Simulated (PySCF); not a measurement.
# One shape, several levels: CH4F2OSi (SMILES C[Si](O)(F)F)

Aim: a comparison of 4 runs (HF/3-21G, B3LYP/6-31G*, PBE0/def2-SVP, BP86/pcseg-2) of CH4F2OSi. Input form: a Python script.

The calculation is run with PySCF 2.14.0.

1 further run of the same task is left out (set aside as unsound or not needed).

### Step 1. The system as given

CH4F2OSi has 9 atoms, charge 0, and is taken as a singlet. As SMILES, `C[Si](O)(F)F`. The shape is that of a PBE0-D4/def2-TZVP optimisation. This is one conformer, not always the lowest.

Bond lengths: C1–Si2 1.831 Å, Si2–O3 1.621 Å, Si2–F4 1.590 Å, Si2–F5 1.590 Å, C1–H6 1.092 Å, C1–H7 1.092 Å, C1–H8 1.092 Å, O3–H9 0.958 Å. Some angles: C1–Si2–O3 109.9°, C1–Si2–F4 111.2°, C1–Si2–F5 111.2°, O3–Si2–F4 110.0°, O3–Si2–F5 110.0°, F4–Si2–F5 104.6°, Si2–C1–H6 110.5°, Si2–C1–H7 110.5°, Si2–C1–H8 110.6°, Si2–O3–H9 119.7°.

### Step 2. Energy and forces at HF/3-21G (run 1)

start.xyz reads:

```xyz
9

C     -1.189400     0.338900    -0.162200
Si     0.580100    -0.130700    -0.192500
O      1.083400    -0.479900     1.308000
F      0.827400    -1.374000    -1.151900
F      1.471900     1.032700    -0.807900
H     -1.795500    -0.480100     0.229600
H     -1.342100     1.213300     0.473300
H     -1.540100     0.577500    -1.168100
H      1.992700    -0.743900     1.454700
```

input.py reads:

```python
import pyscf.grad
from pyscf import gto, scf

mol = gto.Mole()
mol.atom = 'start.xyz'
mol.max_memory = 1860
mol.verbose = 4
mol.basis = '3-21g'
mol.spin = 0
mol.build()

mf = scf.RHF(mol)
mf.conv_tol = 1e-10
mf.kernel()
if not mf.converged:
    mf = mf.newton().run(mf.mo_coeff, mf.mo_occ)

etot = mf.e_tot
print('Final energy', etot)
grad = mf.Gradients().kernel()
mf.analyze()
```

Command:

```bash
$ OMP_NUM_THREADS=1 python input.py
```

What it wrote:

```text
PySCF version 2.14.0

[... 79 lines left out ...]
One-electron Energy =                -1357.475554616354202
[... 7 lines left out ...]
MO #3   energy= -26.1520502613989  occ= 2
[... 5 lines left out ...]
MO #9   energy= -4.32123887174503  occ= 2
[... 5 lines left out ...]
MO #15  energy= -0.720217747215352 occ= 2
[... 5 lines left out ...]
MO #21  energy= -0.576481470521515 occ= 2
[... 5 lines left out ...]
MO #27  energy= 0.249504694549742  occ= 0
[... 5 lines left out ...]
MO #33  energy= 0.394809732424232  occ= 0
[... 5 lines left out ...]
MO #39  energy= 0.998901550548591  occ= 0
[... 5 lines left out ...]
MO #45  energy= 1.82323058257126   occ= 0
[... 5 lines left out ...]
MO #51  energy= 2.33779686147916   occ= 0
[... 5 lines left out ...]
MO #57  energy= 4.04022063362909   occ= 0
[... 30 lines left out ...]
pop of  2 O 3px           0.00158
pop of  2 O 3py           0.00231
pop of  2 O 3pz           0.00345
pop of  3 F 1s            1.99988
pop of  3 F 2s            1.83882
pop of  3 F 3s            0.00308
pop of  3 F 2px           1.92792
pop of  3 F 2py           1.84027
pop of  3 F 2pz           1.87434
pop of  3 F 3px           0.00128
pop of  3 F 3py           0.00161
pop of  3 F 3pz           0.00125
pop of  4 F 1s            1.99988
pop of  4 F 2s            1.83883
pop of  4 F 3s            0.00308
pop of  4 F 2px           1.88803
pop of  4 F 2py           1.84898
pop of  4 F 2pz           1.90552
pop of  4 F 3px           0.00182
pop of  4 F 3py           0.00142
pop of  4 F 3pz           0.00090
pop of  5 H 1s            0.86307
pop of  5 H 2s            0.00876
pop of  6 H 1s            0.86306
pop of  6 H 2s            0.00876
pop of  7 H 1s            0.86821
pop of  7 H 2s            0.00865
pop of  8 H 1s            0.66913
pop of  8 H 2s            0.01094
 ** Mulliken atomic charges  **
charge of    0C =     -0.59631
charge of    1Si =      1.58379
charge of    2O =     -0.70997
charge of    3F =     -0.48846
charge of    4F =     -0.48847
charge of    5H =      0.12817
charge of    6H =      0.12818
charge of    7H =      0.12313
charge of    8H =      0.31993
Dipole moment(X, Y, Z, Debye): -0.42715, -0.02552,  0.98312
```

It took 2.3 s on 1 thread of Intel Xeon at 2.70GHz, shared host; peak memory 0.13 GiB.

### Step 3. Energy and forces at B3LYP/6-31G(d) (spherical functions) (run 2)

input.py reads:

```python
# C[Si](O)(F)F
import pyscf.grad
from pyscf import gto, dft

molecule = gto.M(
    atom=[
    ('C', (-1.189400, 0.338900, -0.162200)),
    ('Si', (0.580100, -0.130700, -0.192500)),
    ('O', (1.083400, -0.479900, 1.308000)),
    ('F', (0.827400, -1.374000, -1.151900)),
    ('F', (1.471900, 1.032700, -0.807900)),
    ('H', (-1.795500, -0.480100, 0.229600)),
    ('H', (-1.342100, 1.213300, 0.473300)),
    ('H', (-1.540100, 0.577500, -1.168100)),
    ('H', (1.992700, -0.743900, 1.454700)),
],
    max_memory=1860,
    verbose=3,
    basis='6-31g*',
    charge=0,
    spin=0,
)

myscf = dft.RKS(molecule)
myscf.xc = 'b3lyp'
myscf.conv_tol = 1e-10
myscf.grids.level = 5
myscf.kernel()
if not myscf.converged:
    myscf = myscf.newton().run(myscf.mo_coeff, myscf.mo_occ)

e_tot = myscf.e_tot
print('E(%s) = %.9f' % ('B3LYP', e_tot))
grad = myscf.Gradients().kernel()
myscf.analyze()
```

Command:

```bash
$ OMP_NUM_THREADS=1 python input.py
```

What it wrote:

```text
converged SCF energy = -605.096086073396
[... 14 lines left out ...]
MO #5   energy= -10.1725599713758  occ= 2
[... 6 lines left out ...]
MO #12  energy= -1.02177376461264  occ= 2
[... 6 lines left out ...]
MO #19  energy= -0.427632363239394 occ= 2
[... 6 lines left out ...]
MO #26  energy= 0.0427650472136532 occ= 0
[... 6 lines left out ...]
MO #33  energy= 0.214609147319298  occ= 0
[... 6 lines left out ...]
MO #40  energy= 0.550962511881423  occ= 0
[... 6 lines left out ...]
MO #47  energy= 0.941216929255484  occ= 0
[... 6 lines left out ...]
MO #54  energy= 1.24682661484797   occ= 0
[... 6 lines left out ...]
MO #61  energy= 1.66422656622857   occ= 0
[... 6 lines left out ...]
MO #68  energy= 1.8347366601841    occ= 0
[... 6 lines left out ...]
MO #75  energy= 2.14764229962108   occ= 0
[... 6 lines left out ...]
MO #82  energy= 2.99199770566864   occ= 0
[... 10 lines left out ...]
Dipole moment(X, Y, Z, Debye): -0.29492, -0.04938,  0.90125
```

Run time: 33 s. Hardware: 1 thread of Intel Xeon at 2.70GHz, shared host; peak memory 0.81 GiB.

Run 3 isn't shown in full; the table further down has it.

### Step 4. Energy and gradient at BP86/pcseg-2 (run 4)

input.py reads:

```python
import pyscf.grad
from pyscf import gto, dft

system = gto.Mole()
system.atom = '''
C     -1.189400     0.338900    -0.162200
Si     0.580100    -0.130700    -0.192500
O      1.083400    -0.479900     1.308000
F      0.827400    -1.374000    -1.151900
F      1.471900     1.032700    -0.807900
H     -1.795500    -0.480100     0.229600
H     -1.342100     1.213300     0.473300
H     -1.540100     0.577500    -1.168100
H      1.992700    -0.743900     1.454700
'''
system.max_memory = 1860
system.verbose = 4
system.charge = 0
system.spin = 0
system.basis = 'pcseg-2'
system.build()

mf = dft.RKS(system)
mf.xc = 'bp86'
mf.conv_tol = 1e-10
mf.grids.level = 5
mf.kernel()
if not mf.converged:
    mf = mf.newton().run(mf.mo_coeff, mf.mo_occ)

e_tot = mf.e_tot
print(f'total energy: {e_tot:.8f} hartree')
grad = mf.Gradients().kernel()
dip = mf.dip_moment()
pop, q = mf.mulliken_pop()
```

Command:

```bash
$ OMP_NUM_THREADS=1 python input.py
```

What it wrote:

```text
PySCF version 2.14.0

[... 80 lines left out ...]
converged SCF energy = -605.307241388079
total energy: -605.30724139 hartree
[... 12 lines left out ...]
Dipole moment(X, Y, Z, Debye): -0.48063, -0.00675,  0.95050
[... 181 lines left out ...]
pop of  6 H 3dxz          0.00022
pop of  6 H 3dx2-y2       0.00046
pop of  7 H 1s            0.43185
pop of  7 H 2s            0.42995
pop of  7 H 3s            0.02055
pop of  7 H 2px           0.00143
pop of  7 H 2py           0.00106
pop of  7 H 2pz           0.00404
pop of  7 H 3px           0.01259
pop of  7 H 3py           0.00921
pop of  7 H 3pz           0.01637
pop of  7 H 3dxy          0.00009
pop of  7 H 3dyz          0.00061
pop of  7 H 3dz^2         0.00087
pop of  7 H 3dxz          0.00065
pop of  7 H 3dx2-y2       0.00011
pop of  8 H 1s            0.40975
pop of  8 H 2s            0.26378
pop of  8 H 3s            0.00448
pop of  8 H 2px           0.01152
pop of  8 H 2py           0.00366
pop of  8 H 2pz           0.00282
pop of  8 H 3px           0.02531
pop of  8 H 3py           0.02693
pop of  8 H 3pz           0.02896
pop of  8 H 3dxy          0.00216
pop of  8 H 3dyz          0.00030
pop of  8 H 3dz^2         0.00097
pop of  8 H 3dxz          0.00222
pop of  8 H 3dx2-y2       0.00241
 ** Mulliken atomic charges  **
charge of    0C =     -0.34381
charge of    1Si =      1.18774
charge of    2O =     -0.49755
charge of    3F =     -0.38547
charge of    4F =     -0.38550
charge of    5H =      0.06961
charge of    6H =      0.06964
charge of    7H =      0.07061
charge of    8H =      0.21474
```

It took 5.2 min on 1 thread of Intel Xeon at 2.70GHz, shared host; peak memory 1.7 GiB.

### Step 5. All runs side by side

| run | level | integration grid | energy (Eh) | dipole moment (D) | HOMO energy (eV) | LUMO energy (eV) | wall time |
| --- | --- | --- | --- | --- | --- | --- | --- |
| 1 | HF/3-21G | – | -599.846079 | 1.07 | -13.72 | 5.77 | 2.3 s |
| 2 | B3LYP/6-31G* (spherical functions) | 5 | -605.096086 | 0.95 | -9.32 | 1.16 | 33 s |
| 3 | PBE0/def2-SVP | 5 | -604.329691 | 1.08 | -9.80 | 1.28 | 39 s |
| 4 | BP86/pcseg-2 | 5 | -605.307241 | 1.07 | -8.39 | -0.46 | 5.2 min |

### Step 6. Results

| quantity | value |
| --- | --- |
| run 4: total energy | -605.30724 Eh |
| run 4: dipole moment | 1.07 D |
| run 4: HOMO energy | -8.39 eV |
| run 4: LUMO energy | -0.46 eV |
| run 4: HOMO–LUMO gap | 7.93 eV |
| run 4: largest force on an atom | 0.654 eV/Å |

**Reading.** The dipole moment (its size) runs from 0.95 D (B3LYP/6-31G*) to 1.08 D (PBE0/def2-SVP). The two ends differ in method and basis. The HOMO–LUMO gap runs from 7.93 eV (BP86/pcseg-2) to 19.49 eV (HF/3-21G). Totals of different functionals can't be ranked against each other. All runs together took 6.4 min, the longest 5.2 min.
